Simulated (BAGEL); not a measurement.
# ZnBH3O (SMILES [BH2][Zn][OH]) at HF/3-21G (density fitting with qzvpp-jkfit)

Aim: the energy change on altering one bond length of ZnBH3O at HF/3-21G (density fitting with qzvpp-jkfit), from 2 runs. 

The calculation is run with BAGEL 1.2.2.

4 further runs of the same task are left out: 4 that didn't finish. Runs told in other sessions of the task aren't counted.

## Step 1: The molecule

ZnBH3O has 6 atoms, charge 0, and is taken as a singlet. SMILES: `[BH2][Zn][OH]`. The shape is that of a PBE0-D4/def2-TZVP optimisation.

Bond lengths: B1–Zn2 2.036 Å, Zn2–O3 1.783 Å, B1–H4 1.197 Å, B1–H5 1.197 Å, O3–H6 0.958 Å. Angles: B1–Zn2–O3 176.1°, Zn2–B1–H4 122.1°, Zn2–B1–H5 121.9°, Zn2–O3–H6 118.1°, H4–B1–H5 116.0°.

## Step 2: The energy at HF/3-21G (density fitting with qzvpp-jkfit)

job.json

```json
{ "bagel" : [

{
  "title" : "molecule",
  "basis" : "3-21g",
  "df_basis" : "qzvpp-jkfit",
  "angstrom" : true,
  "geometry" : [
    { "atom" : "B", "xyz" : [   -1.105600,    0.409400,   -0.906500 ] },
    { "atom" : "Zn", "xyz" : [    0.421100,   -0.026500,    0.368400 ] },
    { "atom" : "O", "xyz" : [    1.765400,   -0.289800,    1.510000 ] },
    { "atom" : "H", "xyz" : [   -1.663900,   -0.437200,   -1.543000 ] },
    { "atom" : "H", "xyz" : [   -1.498500,    1.529200,   -1.064800 ] },
    { "atom" : "H", "xyz" : [    2.081400,   -1.185100,    1.636000 ] }
  ]
},
{
  "title" : "hf"
},
{
  "title" : "print",
  "file" : "orbitals.molden",
  "orbitals" : true
}

]}
```

Command:

```console
$ BAGEL_NUM_THREADS=1 BAGEL job.json > job.out
```

Log:

```text
* using 1 threads per process

  ===============================================================
  ===============================================================

  *** Geometry ***

  { "atom" : "B", "xyz" : [     -2.089281,      0.773654,     -1.713037 ] },
  { "atom" : "Zn", "xyz" : [      0.795764,     -0.050078,      0.696175 ] },
  { "atom" : "O", "xyz" : [      3.336123,     -0.547643,      2.853486 ] },
  { "atom" : "H", "xyz" : [     -3.144315,     -0.826188,     -2.915847 ] },
  { "atom" : "H", "xyz" : [     -2.831755,      2.889769,     -2.012180 ] },
  { "atom" : "H", "xyz" : [      3.933276,     -2.239514,      3.091592 ] },

  Number of auxiliary basis functions:      470

  Since a DF basis is specified, we compute 2- and 3-index integrals:
    o Being stored without compression. Storage requirement is 0.010 GB

  Number of basis functions:       51
  Number of electrons      :       46

    * METHOD: MOLECULE                             0.17

  *** RHF ***

  === Nuclear Repulsion ===
   145.2752206503

      * DIIS with orbital gradients will be used.

  === RHF iteration (3-21g) ===
      0      -1869.50340826          0.02961598           0.03
      1      -1869.59808480          0.02380045           0.03
      2      -1869.68949576          0.00181601           0.03
      3      -1869.69128474          0.00039440           0.03
      4      -1869.69139241          0.00012696           0.03
      5      -1869.69140509          0.00005171           0.03
      6      -1869.69140629          0.00001826           0.03
      7      -1869.69140644          0.00000451           0.04
      8      -1869.69140645          0.00000160           0.03
      9      -1869.69140646          0.00000058           0.03
     10      -1869.69140646          0.00000019           0.03
     11      -1869.69140646          0.00000007           0.03
     12      -1869.69140646          0.00000002           0.03
     13      -1869.69140646          0.00000001           0.03
    * SCF iteration converged.

    * Permanent dipole moment:
           (    0.300253,     0.605912,     0.367678) a.u.

    * METHOD: HF                                   0.62

    * METHOD: PRINT                                0.01

  ===============================================================
```

It took 0.93 s on 1 thread of Arm Neoverse V1, shared host.

## Step 3: The distorted shape at the same level

calc.json

```json
{ "bagel": [

{
  "title": "molecule",
  "basis": "3-21g",
  "df_basis": "qzvpp-jkfit",
  "angstrom": true,
  "geometry": [
    { "atom": "B", "xyz": [   -0.909136,   -0.150539,   -0.827345 ] },
    { "atom": "Zn", "xyz": [    0.617564,   -0.586439,    0.447555 ] },
    { "atom": "O", "xyz": [    1.961864,   -0.849739,    1.589155 ] },
    { "atom": "H", "xyz": [   -1.467436,   -0.997139,   -1.463845 ] },
    { "atom": "H", "xyz": [   -1.498500,    1.529200,   -1.064800 ] },
    { "atom": "H", "xyz": [    2.277864,   -1.745039,    1.715155 ] }
  ]
},
{
  "title": "hf",
  "charge": 0
},
{
  "title": "print",
  "file": "orbitals.molden",
  "orbitals": true
}

]}
```

Command:

```console
$ BAGEL_NUM_THREADS=1 BAGEL calc.json > calc.out
```

Log:

```text
* using 1 threads per process

  ===============================================================
  ===============================================================

  *** Geometry ***

  { "atom" : "B", "xyz" : [     -1.718018,     -0.284477,     -1.563455 ] },
  { "atom" : "Zn", "xyz" : [      1.167027,     -1.108209,      0.845756 ] },
  { "atom" : "O", "xyz" : [      3.707386,     -1.605774,      3.003068 ] },
  { "atom" : "H", "xyz" : [     -2.773052,     -1.884320,     -2.766266 ] },
  { "atom" : "H", "xyz" : [     -2.831755,      2.889769,     -2.012180 ] },
  { "atom" : "H", "xyz" : [      4.304539,     -3.297646,      3.241173 ] },

  Number of auxiliary basis functions:      470

  Since a DF basis is specified, we compute 2- and 3-index integrals:
    o Being stored without compression. Storage requirement is 0.010 GB

  Number of basis functions:       51
  Number of electrons      :       46

    * METHOD: MOLECULE                             0.17

  *** RHF ***

  === Nuclear Repulsion ===
   143.5728979832

      * DIIS with orbital gradients will be used.

  === RHF iteration (3-21g) ===
      0      -1869.41977917          0.03010309           0.04
      1      -1869.51859225          0.02470290           0.03
      2      -1869.61774652          0.00210227           0.03
      3      -1869.62008766          0.00050758           0.03
      4      -1869.62025678          0.00015358           0.03
      5      -1869.62027510          0.00005379           0.03
      6      -1869.62027662          0.00002385           0.03
      7      -1869.62027683          0.00000536           0.03
      8      -1869.62027685          0.00000192           0.03
      9      -1869.62027685          0.00000078           0.03
     10      -1869.62027685          0.00000024           0.03
     11      -1869.62027685          0.00000008           0.03
     12      -1869.62027685          0.00000002           0.04
     13      -1869.62027685          0.00000001           0.04
    * SCF iteration converged.

    * Permanent dipole moment:
           (    0.109674,     1.020841,     0.269292) a.u.

    * METHOD: HF                                   0.65

    * METHOD: PRINT                                0.01

  ===============================================================
```

Run time: 0.95 s. Hardware: 1 thread of Arm Neoverse V1, shared host.

## Step 4: Results

At HF/3-21G (density fitting with qzvpp-jkfit):

| quantity | value |
| --- | --- |
| first shape: total energy | -1869.69141 Eh |
| first shape: dipole moment | 1.96 D |
| first shape: HOMO energy | -10.13 eV |
| first shape: LUMO energy | 0.88 eV |
| first shape: HOMO–LUMO gap | 11.01 eV |
| distorted shape: total energy | -1869.62028 Eh |
| distorted shape: dipole moment | 2.70 D |
| distorted shape: HOMO energy | -9.84 eV |
| distorted shape: LUMO energy | 0.67 eV |
| distorted shape: HOMO–LUMO gap | 10.52 eV |
| energy change with the B1–H5 bond stretched from 1.197 to 1.796 Å | 1.936 eV |

With the B1–H5 bond stretched from 1.197 to 1.796 Å the energy rises by 1.94 eV (45 kcal/mol). The first shape isn't relaxed at this level, so the change isn't measured from a minimum.
